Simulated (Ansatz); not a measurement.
# H₄HfO₂S₂: basis-set convergence

An exercise on one series of results from a longer session: the logs are not shown, and one member is left open.

Program: Ansatz 0.2.0, Gaussian basis. Level of theory: one geometry, several basis sets. These are calculated values, not measurements.

The runs, in order: PBE0-D4/def2-SVP; ωB97M-V/def2-SVP; PBE0-D4/def2-QZVPP; ωB97M-V/def2-QZVPP; the functionals' def2-TZVPP values are taken from earlier runs.

## The relaxed structure

All runs share one geometry, relaxed beforehand with PBE0-D4 in a triple-zeta def2 set. Hf takes the def2 core potential; no spin-orbit term is included.

SMILES `[OH][Hf]([OH])([SH])[SH]`, 9 atoms, charge 0, spin multiplicity 1.

Atoms are counted from 1 here; the program's logs count them from 0.

Bond lengths: O1–Hf2 1.904 Å, O1–H6 0.952 Å, Hf2–O3 1.904 Å, Hf2–S4 2.459 Å, Hf2–S5 2.459 Å, O3–H7 0.952 Å, S4–H8 1.347 Å, S5–H9 1.347 Å. Angles: Hf2–O1–H6 167.8°, O1–Hf2–O3 116.1°, O1–Hf2–S4 104.0°, O1–Hf2–S5 111.4°, O3–Hf2–S4 111.4°, O3–Hf2–S5 104.0°, S4–Hf2–S5 110.0°, Hf2–O3–H7 167.8°, Hf2–S4–H8 91.9°, Hf2–S5–H9 91.9°.

Geometry (Å):

```mol
H4HfO2S2
  3D, bonds by distance, orders not assigned

  9  8  0  0  0  0  0  0  0  0999 V2000
   -0.9562    0.7814   -1.5645 O   0  0
    0.0663    0.0390   -0.1406 Hf  0  0
    1.9215   -0.2125   -0.4850 O   0  0
   -1.0530   -2.0958    0.3467 S   0  0
    0.0199    1.4872    1.8465 S   0  0
   -1.2947    1.2480   -2.3221 H   0  0
    2.7878   -0.3685   -0.8476 H   0  0
   -0.1650   -2.3910    1.3152 H   0  0
   -1.3266    1.5122    1.8513 H   0  0
  1  2  8  0
  2  3  8  0
  2  4  8  0
  2  5  8  0
  1  6  8  0
  3  7  8  0
  4  8  8  0
  5  9  8  0
M  END
```

The first run:

The input, in.yaml:

```yaml
crystal:
  periodic: [false, false, false]
  atoms:
    - {symbol: O, position_ang: [-0.956216, 0.781429, -1.564490]}
    - {symbol: Hf, position_ang: [0.066281, 0.039030, -0.140622]}
    - {symbol: O, position_ang: [1.921539, -0.212489, -0.485029]}
    - {symbol: S, position_ang: [-1.053002, -2.095784, 0.346743]}
    - {symbol: S, position_ang: [0.019938, 1.487240, 1.846485]}
    - {symbol: H, position_ang: [-1.294743, 1.247955, -2.322056]}
    - {symbol: H, position_ang: [2.787779, -0.368537, -0.847558]}
    - {symbol: H, position_ang: [-0.165002, -2.391045, 1.315220]}
    - {symbol: H, position_ang: [-1.326555, 1.512212, 1.851307]}
basis:
  gaussian: {orbitals: def2-SVP}
hamiltonian: {xc: pbe0, dispersion: d4}
output: {orbitals: {seedname: orbitals}}
```

The run is started by

```sh
$ ansatz run in.yaml --threads 4 --pin off --events-out ev --progress --plain --max-ram 10444MiB
```

Steps of the session up to this table: PBE0-D4 in def2-SVP; ωB97M-V in def2-SVP; PBE0-D4 in def2-QZVPP; ωB97M-V in def2-QZVPP.

One of the session's tables, all rows but one given; the rest of the session is left out.

```
functional       basis  HOMO (eV)
   PBE0-D4    def2-SVP      -7.02
   PBE0-D4  def2-TZVPP      -7.10
   PBE0-D4  def2-QZVPP      -7.14
   ωB97M-V    def2-SVP          ?
   ωB97M-V  def2-TZVPP      -9.22
   ωB97M-V  def2-QZVPP      -9.27
```

Estimate the missing values for ωB97M-V, def2-SVP.

As computed: HOMO (eV): -9.10. In the column «HOMO (eV)» it lies between ωB97M-V, def2-TZVPP (-9.22) and PBE0-D4, def2-QZVPP (-7.14).
